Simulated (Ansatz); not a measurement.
# LiAlF4: the cost of one run

Program: Ansatz 0.2.0. Level of theory: DFT PBE, scalar-relativistic, plane waves, PAW. These are calculated values, not measurements.

1 further run of the same task is left out (set aside as unsound or not needed).

**1. Starting point**

The structure is tetragonal, space group P4_2/mmc (No. 131). The conventional cell has a = 5.502 Å, b = 5.502 Å, c = 9.382 Å, α = 90.00°, β = 90.00°, γ = 90.00°. Li (site symmetry mmm) has 4 F at 1.93 Å as nearest neighbours. Al (site symmetry -4m2) is surrounded by 4 F at 1.70 Å. Around F (site symmetry m) lie 1 Al at 1.70 Å and 1 Li at 1.93 Å.

Coordinates:

```
Li Al F
1.0
     5.50240    0.00000    0.00000
     0.00000    5.50240    0.00000
     0.00000    0.00000    9.38194
Li Al F
2 2 8
Direct
  0.00000 0.50000 0.00000
  0.50000 0.00000 0.50000
  0.00000 0.00000 0.25000
  0.00000 0.00000 0.75000
  0.00000 0.25187 0.14586
  0.00000 0.74813 0.14586
  0.00000 0.25187 0.85413
  0.00000 0.74813 0.85413
  0.25187 0.00000 0.35414
  0.74813 0.00000 0.35414
  0.25187 0.00000 0.64587
  0.74813 0.00000 0.64587
```

The cell was relaxed beforehand at this level, from a generated guess; it is a trial structure. At a tolerance of 0.02 Å it has space group P4_2/mmc (No. 131); it has 23.67 Å³/atom, an uncorrected energy of -3.26 eV/atom over the elements.

**2. Electronic structure at the relaxed geometry**

Input file input.yaml:

```yaml
crystal:
  lattice:
    - [5.5024022, 0.0, 0.0]
    - [0.0, 5.5024022, 0.0]
    - [0.0, 0.0, 9.3819364]
  atoms:
    - { symbol: Li, position: [0.0, 0.5, 0.0] }
    - { symbol: Li, position: [0.5, 0.0, 0.5] }
    - { symbol: Al, position: [0.0, 0.0, 0.25] }
    - { symbol: Al, position: [0.0, 0.0, 0.75] }
    - { symbol: F, position: [0.0, 0.251871, 0.145865] }
    - { symbol: F, position: [0.0, 0.748129, 0.145865] }
    - { symbol: F, position: [0.0, 0.251871, 0.854135] }
    - { symbol: F, position: [0.0, 0.748129, 0.854135] }
    - { symbol: F, position: [0.251871, 0.0, 0.354135] }
    - { symbol: F, position: [0.748129, 0.0, 0.354135] }
    - { symbol: F, position: [0.251871, 0.0, 0.645865] }
    - { symbol: F, position: [0.748129, 0.0, 0.645865] }
basis:
  ecutwfc: 420
kpoints:
  mp_grid: { grid: [4, 4, 4] }
  band_path:
    path:
      - [[0.0, 0.0, 0.0], [0.0, 0.5, 0.0], [0.5, 0.5, 0.0], [0.0, 0.0, 0.0], [0.0, 0.0, 0.5], [0.0, 0.5, 0.5], [0.5, 0.5, 0.5], [0.0, 0.0, 0.5]]
      - [[0.0, 0.5, 0.0], [0.0, 0.5, 0.5]]
      - [[0.5, 0.5, 0.0], [0.5, 0.5, 0.5]]
    npoints: 10
hamiltonian:
  xc: pbe
scf:
  occupations: { method: gaussian, width: 0.02 }
  n_extra_bands: 30
output:
  forces: true
  stress: true
  eigenvalues: true
  populations: true
  dos: { projected: true, de: 0.02, nscf_kmesh: { grid: [6, 6, 6] } }
  bader: false
  write_density: true
  write_potential: true
  elf: true
  volumetric_format: npy
```

Command:

```console
$ ansatz run input.yaml --threads 4 --pin off --max-ram 8192MiB --backend cpu --events-out ev --progress --plain --runs-dir out
```

Q: Estimate wall time and peak memory on 4 threads of Arm Neoverse V1, shared host.

About 24 s, with a peak of 1.2 GiB.
